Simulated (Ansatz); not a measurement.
# H3CCl: the cost of one run

All numbers below are computed with Ansatz 0.2.0 (DFT PBE+D3(BJ), plane waves, PAW, scalar-relativistic, no spin polarisation).

### Step 1. The starting structure

The cell holds 30 atoms (C6H18Cl6): a = 8.203 Å, b = 8.203 Å, c = 8.203 Å, α = 90.00°, β = 90.00°, γ = 90.00°.

Structure file:

```xyz
30
Lattice="8.2031 0.0000 0.0000 0.0000 8.2031 0.0000 0.0000 0.0000 8.2031" Properties=species:S:1:pos:R:3 pbc="T T T"
C     0.5125    4.4318    3.0587
Cl    0.5193    4.4372    4.8360
H     0.5497    5.4594    2.7026
H     1.3826    3.8831    2.7041
H    -0.3989    3.9499    2.7107
C     5.9936    6.1391    3.3437
Cl    6.8881    7.5844    2.8241
H     6.6257    5.2643    3.2056
H     5.7299    6.2460    4.3940
H     5.0924    6.0463    2.7411
C     4.0367    0.7636    5.8171
Cl    4.0100    0.6962    7.5930
H     4.0126    1.8052    5.5031
H     4.9476    0.2878    5.4596
H     3.1657    0.2380    5.4309
C     3.7344    5.6667    7.4560
Cl    3.5336    4.0833    6.6740
H     2.8646    5.8654    8.0790
H     4.6339    5.6465    8.0679
H     3.8242    6.4312    6.6870
C     6.0964    2.4855    1.6577
Cl    4.9926    1.9532    2.9451
H     7.0564    1.9905    1.7889
H     5.6685    2.2189    0.6934
H     6.2216    3.5644    1.7241
C     7.8812    0.8900    6.1514
Cl    8.7422   -0.3944    7.0276
H     8.5848    1.6831    5.9068
H     7.4584    0.4730    5.2396
H     7.0874    1.2791    6.7859
```

### Step 2. Relaxing the start

input.yaml reads:

```yaml
crystal:
  lattice:
    - [8.203132, 0.0, 0.0]
    - [0.0, 8.203132, 0.0]
    - [0.0, 0.0, 8.203132]
  atoms:
    - { symbol: C, position: [0.0624726, 0.540261, 0.3728672] }
    - { symbol: Cl, position: [0.0633001, 0.5409096, 0.5895307] }
    - { symbol: H, position: [0.0670107, 0.6655221, 0.3294554] }
    - { symbol: H, position: [0.1685477, 0.4733637, 0.3296428] }
    - { symbol: H, position: [-0.0486333, 0.4815109, 0.3304479] }
    - { symbol: C, position: [0.730648, 0.7483903, 0.4076134] }
    - { symbol: Cl, position: [0.8396906, 0.9245754, 0.3442676] }
    - { symbol: H, position: [0.8077054, 0.6417408, 0.3907736] }
    - { symbol: H, position: [0.6985058, 0.7614137, 0.5356477] }
    - { symbol: H, position: [0.6207815, 0.7370716, 0.3341508] }
    - { symbol: C, position: [0.4920912, 0.0930856, 0.7091345] }
    - { symbol: Cl, position: [0.4888349, 0.084866, 0.92562] }
    - { symbol: H, position: [0.4891595, 0.220057, 0.6708563] }
    - { symbol: H, position: [0.603138, 0.035083, 0.6655476] }
    - { symbol: H, position: [0.3859157, 0.029013, 0.6620497] }
    - { symbol: C, position: [0.4552373, 0.690792, 0.9089236] }
    - { symbol: Cl, position: [0.4307566, 0.4977691, 0.8135977] }
    - { symbol: H, position: [0.3492114, 0.715024, 0.9848634] }
    - { symbol: H, position: [0.5648975, 0.6883341, 0.9835166] }
    - { symbol: H, position: [0.466185, 0.7839921, 0.8151717] }
    - { symbol: C, position: [0.7431745, 0.3029992, 0.2020871] }
    - { symbol: Cl, position: [0.608623, 0.2381006, 0.3590209] }
    - { symbol: H, position: [0.8602098, 0.2426457, 0.2180789] }
    - { symbol: H, position: [0.69102, 0.2704908, 0.0845344] }
    - { symbol: H, position: [0.7584395, 0.4345179, 0.2101702] }
    - { symbol: C, position: [0.9607494, 0.1084986, 0.7498817] }
    - { symbol: Cl, position: [1.0657096, -0.0480837, 0.856697] }
    - { symbol: H, position: [1.0465301, 0.2051836, 0.7200623] }
    - { symbol: H, position: [0.9092155, 0.0576563, 0.6387294] }
    - { symbol: H, position: [0.8639829, 0.1559241, 0.8272288] }
basis:
  ecutwfc: 420.0
kpoints:
  mp_grid: { grid: [1, 1, 1] }
hamiltonian:
  xc: pbe
  dispersion: d3bj
scf:
  occupations: { method: fermi_dirac, width: 0.05 }
  lower_state_search: "off"
relax:
  f_tol: 0.3
  max_steps: 15
  adjacent_minimum: "off"
output:
  write_density: true
  write_potential: true
  elf: true
  volumetric_format: npy
```

On the command line:

```sh
$ ansatz run input.yaml --threads 1 --pin off --max-ram 3072MiB --backend cpu --events-out ev --progress --plain --runs-dir out
```

Q: Estimate wall time and peak memory on 1 thread of Intel Xeon Platinum 8259CL at 2.50GHz (Skylake/Cascade Lake), shared host.

About 16 s, with a peak of 0.57 GiB.
